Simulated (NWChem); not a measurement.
# C2HBF (SMILES [C]#CBF): UVSXC/def2-SVP (DKH2)

What is the energy difference between two shapes of C2HBF at UVSXC/def2-SVP (DKH2)? 

Program for the calculation: NWChem 7.3.0.

1 further run of the same task is left out (set aside as unsound or not needed).

**1. Starting point**

C2HBF: 5 atoms, total charge 0, spin state doublet. As SMILES, `[C]#CBF`. The coordinates come from a GFN2-xTB relaxation.

Bond lengths: C1–C2 1.204 Å, C2–B3 1.516 Å, B3–F4 1.306 Å, B3–H5 1.173 Å. Angles: C1–C2–B3 174.9°, C2–B3–F4 119.8°, C2–B3–H5 120.8°, F4–B3–H5 119.4°.

**2. Energy and forces at UVSXC/def2-SVP (DKH2)**

mymol.nw

```
start mymol
memory total 2200 mb

geometry units angstroms noautoz
  C     1.058500   -1.069460    1.493050
  C     0.496030   -0.402700    0.663670
  B    -0.283370    0.325850   -0.413980
  F    -1.174790   -0.318040   -1.118520
  H    -0.096370    1.464350   -0.624220
end

basis spherical bse
  * library def2-SVP
end

relativistic
  douglas-kroll dkh
end

dft
  xc vs98
  mult 2
  grid fine
  iterations 200
  mulliken
  noprint "final vectors analysis"
end

task dft gradient
```

On the command line:

```console
$ nwchem mymol.nw > mymol.out
```

The program printed:

```text
[...]
 Group name             Cs
[...]
          Wavefunction type:  spin polarized.
          No. of atoms     :     5
          No. of electrons :    27
[...]
          Charge           :     0
          Spin multiplicity:     2
[...]
          AO basis - number of functions:    61
[...]
              XC Information
              --------------
                         VS98 Method XC Functional
                          VS98 Exchange Functional  1.000
                       VS98 Correlation Functional  1.000
[...]
 d= 0,ls=0.0,diis     1   -201.3376701752 -2.78D+02  1.28D-02  1.25D-01     1.4
[...]
 d= 0,ls=0.0,diis    14   -201.4155990415 -1.41D-07  7.71D-06  2.71D-08    10.0
[...]
         Total DFT energy =     -201.415599041464
      One electron energy =     -426.885204205332
           Coulomb energy =      174.289523988812
    Exchange-Corr. energy =      -25.748324798289
 Nuclear repulsion energy =       76.928405973346
[...]
      Total Density - Mulliken Population Analysis
     ---------------------------------------------
    Atom       Charge   Shell Charges
 -----------   ------   -------------------------------------------------------
    1 C    6     6.04   1.99  0.98  0.41  1.81  0.82  0.03
    2 C    6     6.00   1.99  0.94  0.36  2.01  0.68  0.02
    3 B    5     4.84   1.99  0.80  0.14  1.50  0.26  0.14
    4 F    9     9.06   1.99  1.16  0.70  3.38  1.83  0.01
    5 H    1     1.05   0.76  0.28  0.02
[...]
      <S2> =      0.7757 (Exact =     0.7500)
[...]
  wavefunction    = open shell
[...]
                         DFT ENERGY GRADIENTS
    atom               coordinates                        gradient
                 x          y          z           x          y          z
   1 C      -0.562257   3.794484   0.000000    0.023663  -0.062993   0.000000
   2 C       0.246530   1.668534   0.000000   -0.021534   0.051725   0.000000
   3 B       1.021352  -1.090378   0.000000    0.003971  -0.010943   0.000000
   4 F      -0.708158  -2.850947   0.000000    0.012981   0.016241   0.000000
   5 H       3.161018  -1.667699   0.000000   -0.019082   0.005970   0.000000
[...]
```

Wall time 16 s (1 thread of Intel Xeon 6975P-C (Granite Rapids), shared host); peak memory 0.11 GiB.

**3. The distorted shape**

c2hbf.nw

```
start c2hbf
memory 2200 mb
charge 0
geometry units angstrom noautoz
  C     1.076387   -1.072321    1.472733
  C     0.475690   -0.384294    0.676969
  B    -0.262941    0.333762   -0.424113
  F    -1.145284   -0.311598   -1.138477
  H    -0.079566    1.459408   -0.647381
end
basis spherical bse
  * library def2-SVP
end
relativistic
  douglas-kroll dkh
end
dft
  xc vs98
  mult 2
  grid fine
  maxiter 200
  mulliken
  print low
end
task dft gradient
```

On the command line:

```console
$ nwchem c2hbf.nw > c2hbf.out
```

The program printed:

```text
[...]
 d= 0,ls=0.0,diis     1   -201.3381293802 -2.78D+02  1.29D-02  1.26D-01     1.6
[...]
 d= 0,ls=0.5,diis    69   -201.4156600187 -3.34D-07  3.78D-06  1.67D-06    61.9
[...]
         Total DFT energy =     -201.415660487636
      One electron energy =     -427.016043312296
           Coulomb energy =      174.352587946138
    Exchange-Corr. energy =      -25.747655464044
 Nuclear repulsion energy =       76.995450342566
[...]
      Total Density - Mulliken Population Analysis
     ---------------------------------------------
    Atom       Charge   Shell Charges
 -----------   ------   -------------------------------------------------------
    1 C    6     6.04   1.99  0.98  0.42  1.80  0.82  0.03
    2 C    6     6.00   1.99  0.95  0.36  2.01  0.68  0.02
    3 B    5     4.84   1.99  0.80  0.14  1.51  0.26  0.15
    4 F    9     9.06   1.99  1.16  0.70  3.38  1.83  0.01
    5 H    1     1.05   0.77  0.27  0.02
[...]
      <S2> =      0.7756 (Exact =     0.7500)
[...]
                         DFT ENERGY GRADIENTS
    atom               coordinates                        gradient
                 x          y          z           x          y          z
   1 C      -0.564275   3.792462   0.036200    0.019045  -0.049394  -0.001261
   2 C       0.253407   1.656665  -0.064572   -0.016992   0.032990   0.000420
   3 B       1.023362  -1.085440   0.019501    0.008968  -0.007339   0.002357
   4 F      -0.709592  -2.842242   0.000128    0.014123   0.017230  -0.000437
   5 H       3.134729  -1.687380   0.071564   -0.025145   0.006513  -0.001079
 Task  times  cpu:       70.2s     wall:       70.2s
 Total times  cpu:       70.2s     wall:       70.2s
```

Run time: 71 s. Hardware: 1 thread of Intel Xeon 6975P-C (Granite Rapids), shared host; peak memory 0.11 GiB.

**4. Outcome**

Level: UVSXC/def2-SVP (DKH2).

| quantity | value |
| --- | --- |
| first shape: total energy | -201.41560 Eh |
| first shape: dipole moment | 0.66 D |
| first shape: ⟨S²⟩ | 0.776 |
| first shape: largest force on an atom | 3.460 eV/Å |
| distorted shape: total energy | -201.41566 Eh |
| distorted shape: ⟨S²⟩ | 0.776 |
| distorted shape: largest force on an atom | 2.723 eV/Å |
| energy change with the atoms displaced | -0.002 eV |

What this shows: With the atoms displaced the energy falls by 0.00 eV (0.0 kcal/mol). The first shape isn't relaxed at this level, so the change isn't measured from a minimum. The largest force (first shape) is 3.46 eV/Å: the shape isn't a stationary point for this species at this level.
